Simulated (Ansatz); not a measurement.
**GaC (quartet): wave-function methods side by side at distance C1–Ga2 = 1.630 Å, cc-pVDZ**

Aim: climb from Hartree-Fock through coupled cluster and multireference methods for GaC (quartet) at one geometry and basis, and see what each rung misses.

Computed with Ansatz 0.2.0, Gaussian basis. Level: cc-pVDZ, core rule «outside noble gas», up to 15 orbitals frozen.

To be run: UHF; CCSD(T) on ROHF; CCSD(T) on UHF; BCCD(T) on ROHF; CISD; CCSDT(Q) on ROHF; CCSDT(Q) on UHF; CASSCF and MRCISD+Q, 5 electrons in 5 orbitals; CASSCF and NEVPT2, 5 electrons in 5 orbitals; CASSCF and MRCISD+Q, 7 electrons in 8 orbitals; CASSCF and NEVPT2, 7 electrons in 8 orbitals; Full CI.

21 further runs of the same task are left out: 2 for a known fault of the program, 15 that didn't finish, 4 set aside as unsound or not needed.

### Step 1. What is computed

The geometry derives from a PBE0/def2-TZVP stationary point (not a proven minimum). One bond is set to the value named and the two fragments are kept rigid. No spin-orbit coupling is included. The filled d shell of Ga may be among the frozen orbitals whatever the setting's name suggests; the logs give the count.

2 atoms, charge 0, spin multiplicity 4.

Atoms are counted from 1 here; the program's logs count them from 0.

Bond lengths: C1–Ga2 1.630 Å.

### Step 2. UHF

File in.yaml:

```yaml
crystal:
  periodic: [false, false, false]
  atoms:
    - {symbol: C, position_ang: [0.000000, 0.000000, 0.000000]}
    - {symbol: Ga, position_ang: [0.000000, 0.000000, 1.630000]}
basis:
  gaussian: {orbitals: cc-pVDZ}
magnetization: {spin_polarized: true, initial_magnetization: 3}
hamiltonian: {xc: hf}
output: {orbitals: {seedname: orbitals}}
```

Run with:

```console
> ansatz run in.yaml --threads 1 --pin off --events-out ev --progress --plain --max-ram 2393MiB
```

After this run come: CCSD(T) on ROHF; CCSD(T) on UHF; BCCD(T) on ROHF; CISD; CCSDT(Q) on ROHF; CCSDT(Q) on UHF; CASSCF and MRCISD+Q, 5 electrons in 5 orbitals; CASSCF and NEVPT2, 5 electrons in 5 orbitals; CASSCF and MRCISD+Q, 7 electrons in 8 orbitals; CASSCF and NEVPT2, 7 electrons in 8 orbitals; Full CI.

Before running them: what should the planned runs give, taken together? Wanted: FCI below the RHF energy; RMP2 from FCI; UMP2 from FCI; RCCSD from FCI; RCCSD(T) from FCI; UCCSD(T) from FCI; RCCSDT(Q) from FCI; UCCSDT(Q) from FCI; NEVPT2 pair from FCI.

As calculated:

```
                         quantity                                                             value
         FCI below the RHF energy                                                        -3.9292 eV
                    RMP2 from FCI                                                       +1078.6 meV
                    UMP2 from FCI                                                       +1042.9 meV
                   RCCSD from FCI                                                        +169.7 meV
                RCCSD(T) from FCI                                                         +47.4 meV
                UCCSD(T) from FCI                                                         +39.1 meV
               RCCSDT(Q) from FCI                                                          +2.7 meV
               UCCSDT(Q) from FCI                                                          -6.0 meV
             NEVPT2 pair from FCI                                                        +984.5 meV
           MRCISD+Q pair from FCI                                                        +144.6 meV
          NEVPT2 valence from FCI                                                        +560.9 meV
levels within 1 kcal/mol (43 meV)  UCCSD(T), RCCSDT, UCCSDT, RCCSDT(Q), UCCSDT(Q), MRCISD+Q valence
                    T1 diagnostic                                                             0.066
   effectively unpaired electrons                                                              3.07
```

**Reading.** RCCSD(T) misses by +47.4 meV, 1.2 % of the correlation energy. UCCSDT(Q), MRCISD+Q valence fall below full CI: unrestricted runs freeze a spin-polarised core, another one than full CI's, and coupled cluster isn't variational. The occupations are near whole numbers, but T1 = 0.066 shows that the orbitals relax strongly. Of the multireference levels listed MRCISD+Q valence comes nearest in total energy (-2.6 meV), which doesn't show that its space is the better one. These misses are within one basis, not against nature; the frozen cores of restricted and unrestricted runs differ, which can shift their rows.
